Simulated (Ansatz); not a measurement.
# AlGaPH (quintet): from Hartree-Fock to the top rungs, cc-pVDZ

Aim: climb from Hartree-Fock through coupled cluster for AlGaPH (quintet) at one geometry and basis, and see what each rung misses.

Method: cc-pVDZ, core rule «outside noble gas», up to 24 orbitals frozen; program: Ansatz 0.2.0, Gaussian basis.

To be run: UHF; CCSD(T) on ROHF; CCSD(T) on UHF; BCCD(T) on ROHF; CISD; CCSDT(Q) on ROHF; CCSDT(Q) on UHF.

43 further runs of the same task are left out: 1 for a known fault of the program, 29 that didn't finish, 13 set aside as unsound or not needed.

### Step 1. The system

The geometry is a PBE0/def2-TZVP stationary point (not a proven minimum) of the parent state, kept for this charge and spin. No spin-orbit coupling is included. The filled d shell of Ga may be among the frozen orbitals whatever the setting's name suggests; the logs give the count.

4 atoms, charge 0, spin multiplicity 5.

Atoms are counted from 1 here; the program's logs count them from 0.

Bond lengths: Ga1–Al2 2.535 Å, Al2–P3 2.177 Å, P3–H4 1.435 Å. Angles: Ga1–Al2–P3 178.2°, Al2–P3–H4 83.7°.

### Step 2. UHF

in.yaml

```yaml
crystal:
  periodic: [false, false, false]
  atoms:
    - {symbol: Ga, position_ang: [0.000004, -0.313225, 2.962084]}
    - {symbol: Al, position_ang: [-0.000020, -0.322225, 0.427096]}
    - {symbol: P, position_ang: [0.000009, -0.397714, -1.748137]}
    - {symbol: H, position_ang: [0.000007, 1.033163, -1.641043]}
basis:
  gaussian: {orbitals: cc-pVDZ}
magnetization: {spin_polarized: true, initial_magnetization: 4}
hamiltonian: {xc: hf}
output: {orbitals: {seedname: orbitals}}
```

Run with:

```console
> ansatz run in.yaml --threads 1 --pin off --events-out ev --progress --plain --max-ram 2393MiB
```

After this run come: CCSD(T) on ROHF; CCSD(T) on UHF; BCCD(T) on ROHF; CISD; CCSDT(Q) on ROHF; CCSDT(Q) on UHF.

**Question.** What will the summary of the whole plan be? Wanted: UCCSDT(Q) below the RHF energy; RMP2 from UCCSDT(Q); UMP2 from UCCSDT(Q); RCCSD from UCCSDT(Q); RCCSD(T) from UCCSDT(Q); UCCSD(T) from UCCSDT(Q); RCCSDT(Q) from UCCSDT(Q); T1 diagnostic.

As calculated:

```
                         quantity                      value
   UCCSDT(Q) below the RHF energy                 -6.4756 eV
              RMP2 from UCCSDT(Q)                +1340.3 meV
              UMP2 from UCCSDT(Q)                +1418.4 meV
             RCCSD from UCCSDT(Q)                 +349.7 meV
          RCCSD(T) from UCCSDT(Q)                  +86.3 meV
          UCCSD(T) from UCCSDT(Q)                  +78.1 meV
         RCCSDT(Q) from UCCSDT(Q)                   +9.8 meV
levels within 1 kcal/mol (43 meV)  RCCSDT, UCCSDT, RCCSDT(Q)
                    T1 diagnostic                      0.025
```

In words: RCCSD(T) lands +86.3 meV from the yardstick (1.3 % of the correlation energy). These misses are within one basis, not against nature; the frozen cores of restricted and unrestricted runs differ, which can shift their rows.
